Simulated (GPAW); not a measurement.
Crystal: Ti3S2.

```
Ti S
1.0
     2.71311    1.56642    3.23762
    -2.71311    1.56642    3.23762
     0.00000   -3.13283    3.23762
Ti S
3 2
Direct
  0.00000 0.33565 0.66434
  0.66434 0.00000 0.33565
  0.33565 0.66434 0.00000
  0.16784 0.16784 0.16784
  0.83216 0.83216 0.83216
```

The cell comes from a database or a generator and needn't be the stable form of this composition.

Base run:

```yaml
Program: GPAW 26.7.0
Functional: r2SCAN
Potentials_or_basis: GPAW PAW data sets (gpaw-data 1.2.1)
Cutoff: 600 eV
Basis: pw
k_mesh: 5 × 5 × 5
Occupations: fermi-dirac, width 0.05 eV
Spin: no spin polarisation
```

Its results: pressure -0.3 GPa; largest force 0.053 eV/Å.

Task: The run is repeated on the same cell with these changes: functional from r2SCAN to LDA; potentials or basis from GPAW PAW data sets (gpaw-data 1.2.1) to the program's PAW data sets (release 1.2.1) made for this functional. What comes out?

Result: Pressure -7.8 GPa; largest force 0.086 eV/Å.

Caveats: the PAW data sets were made with another functional, which shifts forces and pressure a little (some runs).
